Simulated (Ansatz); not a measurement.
# C2H4ClFOSi: one species, many methods

How much do the methods differ for C2H4ClFOSi? The plan is to run it at one geometry with functionals of several rungs and with coupled cluster. The yardstick is the atomisation energy at the CCSD(T) limit.

Method: functionals in def2-TZVPP, the program's frozen cores in correlated methods; program: Ansatz 0.2.0, Gaussian basis.

Levels to be run: PBE-D4, r2SCAN-D4, PBE0-D4, B3LYP-D4, ωB97X-V, ωB97M-V, B2PLYP; CCSD(T)/def2-TZVPP; MP2/def2-QZVPP; extrapolation to the limit.

### Step 1. Structure used throughout

An earlier PBE0-D4 in a triple-zeta def2 set relaxation fixed the geometry.

SMILES `F[Si]1(Cl)CCO1`, 10 atoms, charge 0, spin multiplicity 1.

Atoms are counted from 1 here; the program's logs count them from 0.

Bond lengths: F1–Si2 1.583 Å, Si2–Cl3 2.030 Å, Si2–C4 1.850 Å, Si2–O6 1.640 Å, C4–C5 1.545 Å, C4–H7 1.089 Å, C4–H8 1.088 Å, C5–O6 1.459 Å, C5–H9 1.091 Å, C5–H10 1.091 Å. Angles: F1–Si2–Cl3 105.6°, F1–Si2–C4 118.2°, F1–Si2–O6 113.7°, Cl3–Si2–C4 120.1°, Cl3–Si2–O6 114.7°, C4–Si2–O6 83.7°, Si2–C4–C5 82.0°, Si2–C4–H7 116.3°, Si2–C4–H8 117.2°, C5–C4–H7 114.4°, C5–C4–H8 114.6°, H7–C4–H8 110.0°, C4–C5–O6 101.9°, C4–C5–H9 113.5°, C4–C5–H10 113.3°, O6–C5–H9 108.9°, O6–C5–H10 109.0°, H9–C5–H10 109.7° and more.

### Step 2. PBE-D4 (GGA)

Input file in.yaml:

```yaml
crystal:
  periodic: [false, false, false]
  atoms:
    - {symbol: F, position_ang: [-0.617509, -1.494366, 1.882426]}
    - {symbol: Si, position_ang: [0.322371, -0.798582, 0.815942]}
    - {symbol: Cl, position_ang: [2.050948, -1.862831, 0.836929]}
    - {symbol: C, position_ang: [-0.422018, -0.270501, -0.792706]}
    - {symbol: C, position_ang: [-0.081132, 1.132839, -0.242650]}
    - {symbol: O, position_ang: [0.508203, 0.813654, 1.053773]}
    - {symbol: H, position_ang: [-1.487348, -0.457956, -0.916868]}
    - {symbol: H, position_ang: [0.111710, -0.543532, -1.700580]}
    - {symbol: H, position_ang: [-0.956933, 1.764310, -0.087215]}
    - {symbol: H, position_ang: [0.654808, 1.665765, -0.846150]}
basis:
  gaussian: {orbitals: def2-TZVPP}
hamiltonian: {xc: pbe, dispersion: d4}
output: {forces: true, orbitals: {seedname: orbitals}}
```

Launch:

```sh
$ ansatz run in.yaml --threads 4 --pin off --events-out ev --progress --plain --max-ram 10444MiB
```

Standard output (excerpt; [...] marks lines left out):

```text
Functional definition: PBE
  name "PBE"
  cite "Perdew, Burke & Ernzerhof, Phys. Rev. Lett. 77, 3865 (1996) doi:10.1103/PhysRevLett.77.3865"
  parent pbe
[...]
1485 factors; their error is unknown
[...]
mean field -27294.29918574 eV, -1003.0469943355 hartree, gradient 3.1e-5 eV, S^2 0.000000; 0 other end points of the search recorded, 0 dependent functions left out
[...]
reference -27294.29922744 eV, -1003.0469958679 hartree; 32, 32 occupied and 232, 232 virtual orbitals, 1485 factors
Total energy: -27294.55474013 eV, -1003.0563857860 hartree
Atom 0 at    -0.617509    -1.494366     1.882426 Å, force    -0.426138    -0.313335     0.477602 eV/Å
Atom 1 at     0.322371    -0.798582     0.815942 Å, force     0.154884    -0.201190    -0.328657 eV/Å
Atom 2 at     2.050948    -1.862831     0.836929 Å, force     0.305746    -0.185166    -0.000934 eV/Å
Atom 3 at    -0.422018    -0.270501    -0.792706 Å, force    -0.062831    -0.030297    -0.134824 eV/Å
Atom 4 at    -0.081132     1.132839    -0.242650 Å, force    -0.116602     0.042164    -0.249018 eV/Å
Atom 5 at     0.508203     0.813654     1.053773 Å, force     0.299633     0.525724     0.581255 eV/Å
Atom 6 at    -1.487348    -0.457956    -0.916868 Å, force    -0.208622    -0.047450    -0.036066 eV/Å
Atom 7 at     0.111710    -0.543532    -1.700580 Å, force     0.094857    -0.063468    -0.185934 eV/Å
Atom 8 at    -0.956933     1.764310    -0.087215 Å, force    -0.198578     0.148382     0.021056 eV/Å
Atom 9 at     0.654808     1.665765    -0.846150 Å, force     0.157652     0.124636    -0.144482 eV/Å
Dipole moment:    -0.194662     0.132010    -0.498758 e Å
```

Run time: 1.1 s. Hardware: 4 threads of AMD EPYC 9R45, shared host; peak memory 0.4 GiB.

With the free atoms at this level, -27250.857 eV in sum, the atomisation energy is 4216.2 kJ/mol. HOMO -7.14 eV, LUMO -0.14 eV.

### Step 3. r2SCAN-D4 (meta-GGA)

Changes to in.yaml since step 2:

```diff
@@ -15,3 +15,3 @@
   gaussian: {orbitals: def2-TZVPP}
-hamiltonian: {xc: pbe, dispersion: d4}
+hamiltonian: {xc: r2scan, dispersion: d4}
 output: {forces: true, orbitals: {seedname: orbitals}}
```

The command is unchanged.

Standard output (excerpt; [...] marks lines left out):

```text
Functional definition: r2SCAN
  name "r2SCAN"
  cite "Furness, Kaplan, Ning, Perdew & Sun, J. Phys. Chem. Lett. 11, 8208 (2020) doi:10.1021/acs.jpclett.0c02405"
  cite "Furness, Kaplan, Ning, Perdew & Sun, J. Phys. Chem. Lett. 11, 9248 (2020) doi:10.1021/acs.jpclett.0c03077"
  parent r2scan
[...]
1485 factors; their error is unknown
[...]
mean field -27306.29242401 eV, -1003.4877377125 hartree, gradient 2.4e-5 eV, S^2 0.000000; 0 other end points of the search recorded, 0 dependent functions left out
[...]
reference -27306.29243537 eV, -1003.4877381299 hartree; 32, 32 occupied and 232, 232 virtual orbitals, 1485 factors
Total energy: -27306.35405297 eV, -1003.4900025352 hartree
Atom 0 at    -0.617509    -1.494366     1.882426 Å, force    -0.047408    -0.024641     0.047652 eV/Å
Atom 1 at     0.322371    -0.798582     0.815942 Å, force    -0.010736    -0.017583    -0.048115 eV/Å
Atom 2 at     2.050948    -1.862831     0.836929 Å, force     0.067864    -0.043225     0.002217 eV/Å
Atom 3 at    -0.422018    -0.270501    -0.792706 Å, force    -0.052769    -0.156112    -0.087627 eV/Å
Atom 4 at    -0.081132     1.132839    -0.242650 Å, force    -0.122404     0.188421    -0.278055 eV/Å
Atom 5 at     0.508203     0.813654     1.053773 Å, force     0.165540     0.038374     0.363786 eV/Å
Atom 6 at    -1.487348    -0.457956    -0.916868 Å, force     0.010588     0.005978    -0.012942 eV/Å
Atom 7 at     0.111710    -0.543532    -1.700580 Å, force    -0.018814     0.010428    -0.001556 eV/Å
Atom 8 at    -0.956933     1.764310    -0.087215 Å, force     0.000257    -0.000042     0.007646 eV/Å
Atom 9 at     0.654808     1.665765    -0.846150 Å, force     0.007880    -0.001598     0.006993 eV/Å
Dipole moment:    -0.203246     0.132535    -0.510924 e Å
```

It took 1.8 s on 4 threads of AMD EPYC 9R45, shared host; peak memory 0.43 GiB.

Atomisation energy: 4148.3 kJ/mol (free atoms -27263.360 eV, run apart). HOMO -7.48 eV, LUMO 0.27 eV.

### Step 4. PBE0-D4 (hybrid)

Changes to in.yaml since step 3:

```diff
@@ -15,3 +15,3 @@
   gaussian: {orbitals: def2-TZVPP}
-hamiltonian: {xc: r2scan, dispersion: d4}
-output: {forces: true, orbitals: {seedname: orbitals}}
+hamiltonian: {xc: pbe0, dispersion: d4}
+output: {orbitals: {seedname: orbitals}}
```

Launched as before.

Standard output:

```text
Functional definition: PBE0
  name "PBE0"
  cite "Adamo & Barone, J. Chem. Phys. 110, 6158 (1999) doi:10.1063/1.478522"
  cite "Perdew, Burke & Ernzerhof, Phys. Rev. Lett. 77, 3865 (1996) doi:10.1103/PhysRevLett.77.3865"
  parent pbe
  parameter a = 0.25
  parameter kappa = 0.804
  parameter beta = 0.06672455060314922
  exchange = (1 - a)*pbe_x(kappa = kappa, mu = beta*pi^2/3) + a*exact_x
  correlation = pbe_c(beta = beta)
1519 factors; their error is unknown
mean field evaluation 1: about -27288.2828 eV, gradient 6.5e1 eV
mean field evaluation 2: about -27281.5591 eV, gradient 8.8e1 eV
mean field evaluation 4: about -27296.2877 eV, gradient 4.8e0 eV
mean field evaluation 8: about -27296.3278 eV, gradient 1.1e-1 eV
mean field evaluation 16: about -27296.3799 eV, gradient 2.5e-4 eV
mean field -27296.37985308 eV, -1003.1234574499 hartree, gradient 3.3e-5 eV, S^2 0.000000; 0 other end points of the search recorded, 0 dependent functions left out
reference -27296.37988314 eV, -1003.1234585545 hartree; 32, 32 occupied and 232, 232 virtual orbitals, 1519 factors
Total energy: -27296.59551791 eV, -1003.1313829863 hartree
```

It took 1.4 s on 4 threads of AMD EPYC 9R45, shared host; peak memory 0.78 GiB.

With the free atoms at this level, -27253.743 eV in sum, the atomisation energy is 4134.7 kJ/mol. HOMO -8.73 eV, LUMO 0.80 eV.

### Step 5. B3LYP-D4 (hybrid)

B3LYP here takes the VWN-RPA correlation.

Changes to in.yaml since step 4:

```diff
@@ -15,3 +15,3 @@
   gaussian: {orbitals: def2-TZVPP}
-hamiltonian: {xc: pbe0, dispersion: d4}
-output: {orbitals: {seedname: orbitals}}
+hamiltonian: {xc: {name: B3LYP}, dispersion: d4}
+output: {forces: true, orbitals: {seedname: orbitals}}
```

The command is unchanged.

Standard output (excerpt; [...] marks lines left out):

```text
Functional definition: B3LYP
  name "B3LYP"
  cite "Stephens, Devlin, Chabalowski & Frisch, J. Phys. Chem. 98, 11623 (1994) doi:10.1021/j100096a001"
  cite "Becke, Phys. Rev. A 38, 3098 (1988) doi:10.1103/PhysRevA.38.3098"
  cite "Lee, Yang & Parr, Phys. Rev. B 37, 785 (1988) doi:10.1103/PhysRevB.37.785"
  cite "Vosko, Wilk & Nusair, Can. J. Phys. 58, 1200 (1980) doi:10.1139/p80-159"
[...]
1507 factors; their error is unknown
[...]
mean field -27311.99732572 eV, -1003.6973889837 hartree, gradient 7.3e-6 eV, S^2 0.000000; 0 other end points of the search recorded, 0 dependent functions left out
[...]
reference -27311.99759972 eV, -1003.6973990529 hartree; 32, 32 occupied and 232, 232 virtual orbitals, 1507 factors
Total energy: -27312.41108116 eV, -1003.7125942154 hartree
Atom 0 at    -0.617509    -1.494366     1.882426 Å, force    -0.148251    -0.093499     0.142929 eV/Å
Atom 1 at     0.322371    -0.798582     0.815942 Å, force     0.020071    -0.047580     0.015202 eV/Å
Atom 2 at     2.050948    -1.862831     0.836929 Å, force     0.195906    -0.118419    -0.007421 eV/Å
Atom 3 at    -0.422018    -0.270501    -0.792706 Å, force    -0.090657    -0.165488    -0.157883 eV/Å
Atom 4 at    -0.081132     1.132839    -0.242650 Å, force    -0.124210     0.420714    -0.302847 eV/Å
Atom 5 at     0.508203     0.813654     1.053773 Å, force     0.120012     0.017670     0.254965 eV/Å
Atom 6 at    -1.487348    -0.457956    -0.916868 Å, force     0.066121     0.015241    -0.011305 eV/Å
Atom 7 at     0.111710    -0.543532    -1.700580 Å, force    -0.046803     0.020336     0.046739 eV/Å
Atom 8 at    -0.956933     1.764310    -0.087215 Å, force     0.060944    -0.027588    -0.019398 eV/Å
Atom 9 at     0.654808     1.665765    -0.846150 Å, force    -0.053132    -0.021387     0.039020 eV/Å
Dipole moment:    -0.200338     0.128401    -0.525350 e Å
```

It took 2.3 s on 4 threads of AMD EPYC 9R45, shared host; peak memory 0.87 GiB.

Atomisation energy: 4094.5 kJ/mol (free atoms -27269.975 eV, run apart). HOMO -8.47 eV, LUMO 0.55 eV.

### Step 6. ωB97X-V (range-separated)

Changes to in.yaml since step 5:

```diff
@@ -15,3 +15,3 @@
   gaussian: {orbitals: def2-TZVPP}
-hamiltonian: {xc: {name: B3LYP}, dispersion: d4}
-output: {forces: true, orbitals: {seedname: orbitals}}
+hamiltonian: {xc: {name: wB97X-V}}
+output: {orbitals: {seedname: orbitals}}
```

The command is unchanged.

Standard output (excerpt; [...] marks lines left out):

```text
Functional definition: wB97X-V
  name "wB97X-V"
  cite "Mardirossian & Head-Gordon, Phys. Chem. Chem. Phys. 16, 9904 (2014) doi:10.1039/C3CP54374A"
  cite "Becke, J. Chem. Phys. 107, 8554 (1997) doi:10.1063/1.475007"
  cite "Vydrov & Van Voorhis, J. Chem. Phys. 133, 244103 (2010) doi:10.1063/1.3521275"
[...]
      + integral(e_c_pw_opposite_spin*poly(b97_u_opposite, cos0, cos1)) + vv10(b, c)
1504 factors; their error is unknown
309 factors; integrals over basis functions are off by at most 2.0e-5 eV
[...]
mean field -27305.88009331 eV, -1003.4725848390 hartree, gradient 2.2e-5 eV, S^2 0.000000; 0 other end points of the search recorded, 0 dependent functions left out
reference -27305.88009138 eV, -1003.4725847679 hartree; 32, 32 occupied and 232, 232 virtual orbitals, 1504 factors
Total energy: -27305.88009138 eV, -1003.4725847679 hartree
```

Run time: 2.9 s. Hardware: 4 threads of AMD EPYC 9R45, shared host; peak memory 0.94 GiB.

With the free atoms at this level, -27262.939 eV in sum, the atomisation energy is 4143.1 kJ/mol. HOMO -11.19 eV, LUMO 2.89 eV.

### Step 7. ωB97M-V (range-separated)

Changes to in.yaml since step 6:

```diff
@@ -15,3 +15,3 @@
   gaussian: {orbitals: def2-TZVPP}
-hamiltonian: {xc: {name: wB97X-V}}
-output: {orbitals: {seedname: orbitals}}
+hamiltonian: {xc: {name: wB97M-V}}
+output: {forces: true, orbitals: {seedname: orbitals}}
```

Same command.

Standard output (excerpt; [...] marks lines left out):

```text
Functional definition: wB97M-V
  name "wB97M-V"
  cite "Mardirossian & Head-Gordon, J. Chem. Phys. 144, 214110 (2016) doi:10.1063/1.4952647"
  cite "Becke, J. Chem. Phys. 107, 8554 (1997) doi:10.1063/1.475007"
  cite "Vydrov & Van Voorhis, J. Chem. Phys. 133, 244103 (2010) doi:10.1063/1.3521275"
  # Of w^i u^j: cxij and so on, Table III.
[...]
  gx(w, u) = 1 - cx + cx01*u + cx10*w
  gss(w, u) = css00 + css04*u^4 + css10*w + css20*w^2 + css43*w^4*u^3
  gos(w, u) = cos00 + cos10*w + (cos20 + cos21*u)*w^2 + (cos60 + cos61*u)*w^6
[...]
      + integral(e_c_pw_mod_opposite_spin*gos(b97_w_opposite, b97_u_opposite)) + vv10(b, c)
1504 factors; their error is unknown
309 factors; integrals over basis functions are off by at most 2.0e-5 eV
[...]
Atom 0 at    -0.617509    -1.494366     1.882426 Å, force    -0.082981    -0.068955     0.079693 eV/Å
Atom 1 at     0.322371    -0.798582     0.815942 Å, force     0.046982     0.015271    -0.060329 eV/Å
Atom 2 at     2.050948    -1.862831     0.836929 Å, force     0.029464    -0.021846    -0.007481 eV/Å
Atom 3 at    -0.422018    -0.270501    -0.792706 Å, force    -0.050405    -0.157872    -0.079169 eV/Å
Atom 4 at    -0.081132     1.132839    -0.242650 Å, force    -0.090364     0.304732    -0.209671 eV/Å
Atom 5 at     0.508203     0.813654     1.053773 Å, force     0.083830    -0.015241     0.153612 eV/Å
Atom 6 at    -1.487348    -0.457956    -0.916868 Å, force     0.080700     0.023764     0.011929 eV/Å
Atom 7 at     0.111710    -0.543532    -1.700580 Å, force    -0.033413     0.026565     0.068536 eV/Å
Atom 8 at    -0.956933     1.764310    -0.087215 Å, force     0.085411    -0.057619    -0.017673 eV/Å
Atom 9 at     0.654808     1.665765    -0.846150 Å, force    -0.069223    -0.048799     0.060552 eV/Å
Dipole moment:    -0.199441     0.124716    -0.520723 e Å
```

Run time: 4.2 s. Hardware: 4 threads of AMD EPYC 9R45, shared host; peak memory 1.1 GiB.

Atomisation energy: 4146.8 kJ/mol (free atoms -27264.975 eV, run apart). HOMO -11.09 eV, LUMO 2.54 eV.

### Step 8. B2PLYP (double hybrid)

Changes to in.yaml since step 7:

```diff
@@ -15,3 +15,2 @@
   gaussian: {orbitals: def2-TZVPP}
-hamiltonian: {xc: {name: wB97M-V}}
-output: {forces: true, orbitals: {seedname: orbitals}}
+hamiltonian: {xc: {name: B2PLYP}}
```

The command is unchanged.

Standard output (excerpt; [...] marks lines left out):

```text
Functional definition: B2PLYP
  name "B2PLYP"
  cite "Grimme, J. Chem. Phys. 124, 034108 (2006) doi:10.1063/1.2148954"
  cite "Becke, Phys. Rev. A 38, 3098 (1988) doi:10.1103/PhysRevA.38.3098"
  cite "Lee, Yang & Parr, Phys. Rev. B 37, 785 (1988) doi:10.1103/PhysRevB.37.785"
[...]
1595 factors; integrals over basis functions are off by at most 1.2e-3 eV
[...]
mean field -27289.82798314 eV, -1002.8826806707 hartree, gradient 4.9e-6 eV, S^2 0.000000; 0 other end points of the search recorded, 0 dependent functions left out
14 core orbitals not correlated: weight in the atoms' cores, before any rotation towards them, 1.000 or more for the frozen orbitals, at most 0.000 for the correlated occupied ones
reference -27289.82815445 eV, -1002.8826869660 hartree; 18, 18 occupied and 232, 232 virtual orbitals, 1595 factors
second order -36.60653796 eV of doubles, -0.00000000 eV of singles
Total energy: -27299.71191970 eV, -1003.2459086395 hartree
```

Run time: 2.3 s. Hardware: 4 threads of AMD EPYC 9R45, shared host; peak memory 0.77 GiB.

With the free atoms at this level, -27257.491 eV in sum, the atomisation energy is 4073.7 kJ/mol.

### Step 9. Frontier levels by functional

Dipoles come from the runs that computed forces. Levels are read from the orbital files that the runs wrote:

```csv
functional,HOMO (eV),LUMO (eV),gap (eV),dipole (D)
PBE-D4,-7.14,-0.14,7.00,2.65
r2SCAN-D4,-7.48,0.27,7.75,2.72
PBE0-D4,-8.73,0.80,9.53,
B3LYP-D4,-8.47,0.55,9.02,2.77
ωB97X-V,-11.19,2.89,14.08,
ωB97M-V,-11.09,2.54,13.63,2.74
```

### Step 10. CCSD(T) in def2-TZVPP

Changes to in.yaml since step 8:

```diff
@@ -15,2 +15,2 @@
   gaussian: {orbitals: def2-TZVPP}
-hamiltonian: {xc: {name: B2PLYP}}
+correlation: {method: ccsd_t}
```

Launched as before.

Standard output (excerpt; [...] marks lines left out):

```text
Functional definition: HF
  name "HF"
  cite "Fock, Z. Phys. 61, 126 (1930) doi:10.1007/BF01340294"
  parent pbe
[...]
1595 factors; integrals over basis functions are off by at most 1.2e-3 eV
[...]
mean field -27240.97952321 eV, -1001.0875328787 hartree, gradient 5.8e-6 eV, S^2 0.000000; 0 other end points of the search recorded, 0 dependent functions left out
14 core orbitals not correlated: weight in the atoms' cores, before any rotation towards them, 1.000 or more for the frozen orbitals, at most 0.000 for the correlated occupied ones
reference -27240.97952321 eV, -1001.0875328787 hartree; 18, 18 occupied and 232, 232 virtual orbitals, 1595 factors
second order -30.38346656 eV of doubles, -0.00000000 eV of singles
cycle   1  -30.58980720 eV  change   -2.1e-1 eV  update   1.1e-1
[...]
cycle   9  -31.37102776 eV  change   -2.4e-5 eV  update   1.7e-5
perturbative correction -1.22616269 eV, -0.0450606478 hartree
Total energy: -27273.57671366 eV, -1002.2854575326 hartree
```

It took 66 s on 4 threads of AMD EPYC 9R45, shared host; peak memory 6.6 GiB.

### Step 11. MP2 in def2-QZVPP

Changes to in.yaml since step 10:

```diff
@@ -14,3 +14,3 @@
 basis:
-  gaussian: {orbitals: def2-TZVPP}
-correlation: {method: ccsd_t}
+  gaussian: {orbitals: "def2-QZVPP.json"}
+correlation: {method: mp2}
```

Launched as before.

Standard output:

```text
Functional definition: HF
  name "HF"
  cite "Fock, Z. Phys. 61, 126 (1930) doi:10.1007/BF01340294"
  parent pbe
  exchange = exact_x
  correlation = 0
2941 factors; integrals over basis functions are off by at most 9.9e-4 eV
mean field evaluation 1: about -27237.6050 eV, gradient 4.5e1 eV
mean field evaluation 2: about -27237.7824 eV, gradient 4.5e1 eV
mean field evaluation 4: about -27241.8449 eV, gradient 4.2e0 eV
mean field evaluation 8: about -27241.9053 eV, gradient 3.0e-1 eV
mean field -27241.90569931 eV, -1001.1215692226 hartree, gradient 2.3e-6 eV, S^2 0.000000; 0 other end points of the search recorded, 0 dependent functions left out
14 core orbitals not correlated: weight in the atoms' cores, before any rotation towards them, 1.000 or more for the frozen orbitals, at most 0.000 for the correlated occupied ones
reference -27241.90569931 eV, -1001.1215692226 hartree; 18, 18 occupied and 456, 456 virtual orbitals, 2941 factors
second order -32.93547720 eV of doubles, -0.00000000 eV of singles
Total energy: -27274.84117650 eV, -1002.3319256851 hartree
```

Run time: 9 s. Hardware: 4 threads of AMD EPYC 9R45, shared host; peak memory 3.3 GiB.

The pieces so far (eV):

| basis | HF | MP2 correlation | CCSD correlation | (T) | total |
| --- | --- | --- | --- | --- | --- |
| def2-TZVPP | -27240.9795 | -30.3835 | -31.3710 | -1.2262 | -27273.5767 |
| def2-QZVPP | -27241.9057 | -32.9355 |  |  | -27274.8412 (MP2) |

The report of the def2-TZVPP run gives T1 = 0.0114.

### Step 12. Extrapolating to the complete basis

This step is arithmetic on the last runs, with X = 3 and 4: exp(−7.88√X) for Hartree-Fock, X^−2.97 for correlation; only MP2 was run in the larger set, so CCSD(T) minus MP2 is added from the smaller one.

| level | energy at the limit (eV) |
| --- | --- |
| HF | -27242.0333 |
| MP2 | -27276.8591 |
| CCSD | -27277.8467 |
| CCSD(T) | -27279.0728 |

### Step 13. The ladder

Free atoms (1 F, 1 Si, 1 Cl, 2 C, 1 O, 4 H) were run apart at each level; the atomisation energy is their sum less the molecule, without zero-point or spin-orbit terms.

Differences are taken before rounding.

```csv
method,rung,"atoms, summed (eV)",atomisation energy (kJ/mol),from CCSD(T)/CBS (kJ/mol),time
PBE-D4,GGA,-27250.857,4216.2,+81.4,1.1 s
r2SCAN-D4,meta-GGA,-27263.360,4148.3,+13.5,1.8 s
PBE0-D4,hybrid,-27253.743,4134.7,-0.1,1.4 s
B3LYP-D4,hybrid,-27269.975,4094.5,-40.3,2.3 s
ωB97X-V,range-separated,-27262.939,4143.1,+8.4,2.9 s
ωB97M-V,range-separated,-27264.975,4146.8,+12.0,4.2 s
B2PLYP,double hybrid,-27257.491,4073.7,-61.1,2.3 s
HF/def2-TZVPP,wavefunction,-27209.735,3014.7,-1120.1,
MP2/def2-TZVPP,wavefunction,-27228.406,4144.7,+9.9,
CCSD/def2-TZVPP,wavefunction,-27231.437,3947.6,-187.2,
CCSD(T)/def2-TZVPP,wavefunction,-27231.943,4017.0,-117.7,66 s
MP2/CBS,wavefunction,-27232.682,4262.4,+127.6,
CCSD(T)/CBS,wavefunction,-27236.219,4134.8,0,75 s
```

Among the levels timed on like hardware and quicker than the yardstick, those that no quicker one beats, quickest first: PBE-D4 (1.1 s, +81.4 kJ/mol); PBE0-D4 (1.4 s, -0.1 kJ/mol).

B2PLYP carry no dispersion term (for B3LYP, D4 adds 39.9 kJ/mol).

Times are those of the molecule's run; HF, MP2 and CCSD come out of the CCSD(T) runs, and the limit's time is the sum of the runs that it needs.

### Step 14. Results

| quantity | value |
| --- | --- |
| atomisation energy, CCSD(T)/CBS | 4134.8 kJ/mol |
| functionals within 20.7 kJ/mol (0.5 %) | r2SCAN-D4, PBE0-D4, ωB97X-V, ωB97M-V |
| farthest | PBE-D4 (+81.4 kJ/mol) |
| mean size of error, hybrid | 20.2 kJ/mol |
| mean size of error, range-separated | 10.2 kJ/mol |
| gap, smallest and largest | 7.00 eV (PBE-D4), 14.08 eV (ωB97X-V) |
| T1 diagnostic | 0.0114 |
| triples share of the correlation energy | 3.8 % |

What this shows: PBE-D4 is off by +81.4 kJ/mol. Double hybrids carry the basis error of their MP2 part in triple zeta, and no dispersion term here, so their miss is partly the set-up's. Misses under about 20.7 kJ/mol are within the doubt on the reference itself, which lacks core-valence correlation, relativity and higher excitations. Hartree-Fock recovers 73 % of the binding; the rest is correlation. Orbital gaps span 7.0 to 14.1 eV; exact exchange widens them.

For cost: PBE0-D4 gets within 0.1 kJ/mol in 1.4 s, where CCSD(T)/CBS took 75 s; the quickest level in the cost chart, PBE-D4, takes 1.1 s and misses by 81.4 kJ/mol.
